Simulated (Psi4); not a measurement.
**CuPH4 (Cu(PH3)H): wB97X-D/aug-cc-pVQZ (density fitting, sweep point 3)**

What is the energy change on altering one bond length of CuPH4 (Cu(PH3)H) at wB97X-D/aug-cc-pVQZ (density fitting, sweep point 3)? 

The calculation is run with Psi4 1.11.

### 1 The system as given

The species is CuPH4 (6 atoms), meant as a singlet with charge 0. As SMILES, `[H][Cu]<-[PH3]`. The shape comes from GFN2-xTB, which is rough for such elements, and wasn't checked as a minimum.

Bond lengths: Cu1–P2 2.233 Å, P2–H3 1.384 Å, P2–H4 1.384 Å, P2–H5 1.383 Å, Cu1–H6 1.489 Å. Angles: Cu1–P2–H3 121.5°, Cu1–P2–H4 121.4°, Cu1–P2–H5 122.2°, P2–Cu1–H6 179.7°, H3–P2–H4 94.9°, H3–P2–H5 95.0°, H4–P2–H5 94.9°.

### 2 The energy at wB97X-D/aug-cc-pVQZ (density fitting, sweep point 3)

input.dat reads:

```
memory 1600 mb

molecule {
  Cu     0.002430     0.011570    -1.604250
  P      0.002060     0.001380     0.629190
  H      0.764920    -0.902690     1.347910
  H     -1.158390    -0.223770     1.349940
  H      0.391290     1.101950     1.370540
  H     -0.002310     0.011560    -3.093330
  symmetry c1
}

set globals {
  basis aug-cc-pVQZ
  puream true
  scf_type df
  dft_radial_points 99
  dft_spherical_points 590
}

e_tot = energy('wb97x-d')
```

The run is started by

```bash
psi4 -n 1 input.dat output.dat
```

output.dat:

```text
[...]
  Running in c1 symmetry.
[...]
  Nuclear repulsion =  148.284566554973424
[...]
  Multiplicity = 1
[...]
  Nalpha       = 24
  Nbeta        = 24
[...]
    Number of basis functions: 408
[...]
   @DF-RKS iter   1: -1980.70619906155412    1.01758e+00   1.21072e-02 ADIIS/DIIS
[...]
   @DF-RKS iter  12: -1984.38347751735978   -1.52899e-07   2.60392e-07 DIIS
[...]
    Orbital Energies [Eh]
    ---------------------
    Doubly Occupied:
       1A   -323.219382     2A    -77.297260     3A    -38.938868
       4A    -34.122602     5A    -34.119209     6A    -34.119198
       7A     -6.724303     8A     -4.872186     9A     -4.872184
      10A     -4.868528    11A     -4.397179    12A     -2.887401
      13A     -2.879873    14A     -2.879857    15A     -0.802111
      16A     -0.523083    17A     -0.522758    18A     -0.475264
      19A     -0.366764    20A     -0.364159    21A     -0.364142
      22A     -0.358984    23A     -0.358983    24A     -0.298887
[...]
  @DF-RKS Final Energy: -1984.38347751735978
   => Energetics <=
    Nuclear Repulsion Energy =            148.2845665549734235
    One-Electron Energy =               -3057.3815748224114941
    Two-Electron Energy =                 992.6705779458529832
    DFT Exchange-Correlation Energy =     -67.9555136191925016
    Empirical Dispersion Energy =          -0.0015335765821290
    VV10 Nonlocal Energy =                  0.0000000000000000
    Total Energy =                      -1984.3834775173597791
[...]
 Multipole Moments:
 ------------------------------------------------------------------------------------
     Multipole            Electronic (a.u.)      Nuclear  (a.u.)        Total (a.u.)
 ------------------------------------------------------------------------------------
 L = 1.  Multiply by 2.5417464519 to convert [e a0] to [Debye]
 Dipole X            :          0.0165473           -0.0134622            0.0030851
 Dipole Y            :          0.0474384           -0.0531562           -0.0057178
 Dipole Z            :         -4.0682453            6.3051960            2.2369507
 Magnitude           :                                                    2.2369601
[...]
```

Run time: 6.5 min. Hardware: 1 thread of Intel Xeon Platinum 8488C (Sapphire Rapids), shared host; peak memory 2.5 GiB.

### 3 The distorted shape at the same level

input.in reads:

```
memory 1.6 GB

molecule {
  0 1
  Cu    -0.075429    -0.208580    -1.752544
  P     -0.075799    -0.218770     0.480896
  H      0.687061    -1.122840     1.199616
  H     -1.236249    -0.443920     1.201646
  H      0.391290     1.101950     1.370540
  H     -0.080169    -0.208590    -3.241624
  units angstrom
  symmetry c1
}

set globals {
  basis aug-cc-pVQZ
  puream true
  scf_type df
  dft_radial_points 99
  dft_spherical_points 590
}

E, wfn = energy('wb97x-d', return_wfn=True)
print_variables()
```

The run is started by

```bash
psi4 -i input.in -o input.out -n 1
```

input.out:

```text
[...]
  Running in c1 symmetry.
[...]
  Nuclear repulsion =  146.955164746707169
[...]
  Multiplicity = 1
[...]
  Nalpha       = 24
  Nbeta        = 24
[...]
    Number of basis functions: 408
[...]
   @DF-RKS iter   1: -1980.63733656021418    9.83448e-01   1.21319e-02 DIIS/ADIIS
[...]
   @DF-RKS iter  12: -1984.36615618334326   -1.19038e-07   4.86363e-07 DIIS
[...]
    Orbital Energies [Eh]
    ---------------------
    Doubly Occupied:
       1A   -323.222059     2A    -77.314421     3A    -38.941535
       4A    -34.125303     5A    -34.121951     6A    -34.121746
       7A     -6.736112     8A     -4.884646     9A     -4.883914
      10A     -4.880529    11A     -4.399838    12A     -2.890133
      13A     -2.882606    14A     -2.882320    15A     -0.787943
      16A     -0.523918    17A     -0.494206    18A     -0.471103
      19A     -0.368890    20A     -0.366685    21A     -0.365710
      22A     -0.361494    23A     -0.361491    24A     -0.300944
[...]
  @DF-RKS Final Energy: -1984.36615618334326
   => Energetics <=
    Nuclear Repulsion Energy =            146.9551647467071689
    One-Electron Energy =               -3054.6083245296840687
    Two-Electron Energy =                 991.1922519290642413
    DFT Exchange-Correlation Energy =     -67.9036962325350117
    Empirical Dispersion Energy =          -0.0015520968953694
    VV10 Nonlocal Energy =                  0.0000000000000000
    Total Energy =                      -1984.3661561833432643
[...]
 Multipole Moments:
 ------------------------------------------------------------------------------------
     Multipole            Electronic (a.u.)      Nuclear  (a.u.)        Total (a.u.)
 ------------------------------------------------------------------------------------
 L = 1.  Multiply by 2.5417464519 to convert [e a0] to [Debye]
 Dipole X            :         -0.0745761            0.0609928           -0.0135833
 Dipole Y            :         -0.2099993            0.1573690           -0.0526303
 Dipole Z            :         -4.2734730            6.4470068            2.1735337
 Magnitude           :                                                    2.1742133
[...]
```

Run time: 6.5 min. Hardware: 1 thread of Intel Xeon Platinum 8488C (Sapphire Rapids), shared host; peak memory 2.5 GiB.

### 4 Summary of results

Level: wB97X-D/aug-cc-pVQZ (density fitting, sweep point 3).

```
                                                         quantity           value
                                        first shape: total energy  -1984.38348 Eh
                                       first shape: dipole moment          5.69 D
                                         first shape: HOMO energy        -8.13 eV
                                         first shape: LUMO energy         0.38 eV
                                       first shape: HOMO–LUMO gap         8.51 eV
                                   first shape: dispersion energy    -4.03 kJ/mol
                                    distorted shape: total energy  -1984.36616 Eh
                                   distorted shape: dipole moment          5.53 D
                                     distorted shape: HOMO energy        -8.19 eV
                                     distorted shape: LUMO energy        -0.02 eV
                                   distorted shape: HOMO–LUMO gap         8.17 eV
                               distorted shape: dispersion energy    -4.08 kJ/mol
energy change with the P2–H5 bond stretched from 1.383 to 1.659 Å        0.471 eV
```

**Reading.** With the P2–H5 bond stretched from 1.383 to 1.659 Å the energy rises by 0.47 eV (10.9 kcal/mol). The first shape isn't relaxed at this level, so the change isn't measured from a minimum.
